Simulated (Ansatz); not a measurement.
# Si2W3: the cost of one run

Method: DFT PBE, scalar-relativistic, plane waves, PAW, in Ansatz 0.2.0.

1 further run of the same task is left out (for a known fault of the program). Runs told in other sessions of the task aren't counted.

## Step 1: Starting point

The structure is tetragonal, space group P4/mbm (No. 127). The conventional cell has a = 6.630 Å, b = 6.630 Å, c = 3.312 Å, α = 90.00°, β = 90.00°, γ = 90.00°. Si (site symmetry m2m) has 1 Si at 2.52 Å and 8 W at 2.55 to 2.58 Å in its first shell of neighbours. W (site symmetry 4/m) has 4 Si at 2.58 Å in its first shell of neighbours. W (site symmetry m2m) is surrounded by 6 Si at 2.55 to 2.56 Å.

As a file:

```
Si W
1.0
     6.63003    0.00000    0.00000
     0.00000    6.63003    0.00000
     0.00000    0.00000    3.31232
Si W
4 6
Direct
  0.13423 0.63423 0.00000
  0.86577 0.36577 0.00000
  0.63423 0.86577 0.00000
  0.36577 0.13423 0.00000
  0.50000 0.50000 0.00000
  0.00000 0.00000 0.00000
  0.65951 0.15951 0.50000
  0.34049 0.84049 0.50000
  0.15951 0.34049 0.50000
  0.84049 0.65951 0.50000
```

It goes back to an entry of the Materials Project, which need not be the stable form.

This cell was relaxed beforehand with the same method: volume 14.56 Å³/atom, gap on the mesh none (metal).

## Step 2: The reference: the undisturbed cell on the scan's mesh

Input file input.yaml:

```yaml
crystal:
  lattice:
    - [6.6300342967, 0.0, 0.0]
    - [0.0, 6.6300342967, 0.0]
    - [0.0, 0.0, 3.3123213826]
  atoms:
    - { symbol: Si, position: [0.1342329886, 0.6342329886, 0.0] }
    - { symbol: Si, position: [0.8657670114, 0.3657670114, 0.0] }
    - { symbol: Si, position: [0.6342329886, 0.8657670114, 0.0] }
    - { symbol: Si, position: [0.3657670114, 0.1342329886, 0.0] }
    - { symbol: W, position: [0.5, 0.5, 0.0] }
    - { symbol: W, position: [0.0, 0.0, 0.0] }
    - { symbol: W, position: [0.6595119696, 0.1595119696, 0.5] }
    - { symbol: W, position: [0.3404880304, 0.8404880304, 0.5] }
    - { symbol: W, position: [0.1595119696, 0.3404880304, 0.5] }
    - { symbol: W, position: [0.8404880304, 0.6595119696, 0.5] }
basis:
  ecutwfc: 420
kpoints:
  mp_grid: { grid: [6, 6, 12] }
hamiltonian:
  xc: pbe
scf:
  occupations: { method: gaussian, width: 0.15 }
output:
  forces: true
  stress: true
  eigenvalues: true
  write_density: true
  write_potential: true
  elf: true
  volumetric_format: npy
```

Run with:

```bash
$ ansatz run input.yaml --threads 2 --pin off --max-ram 5120MiB --backend cpu --events-out ev --progress --plain --runs-dir out
```

**Question.** How long does this run take on 2 threads of Intel Xeon at 2.50GHz (Skylake/Cascade Lake), shared host, and how much memory does it need?

About 46 s, with a peak of 0.72 GiB.
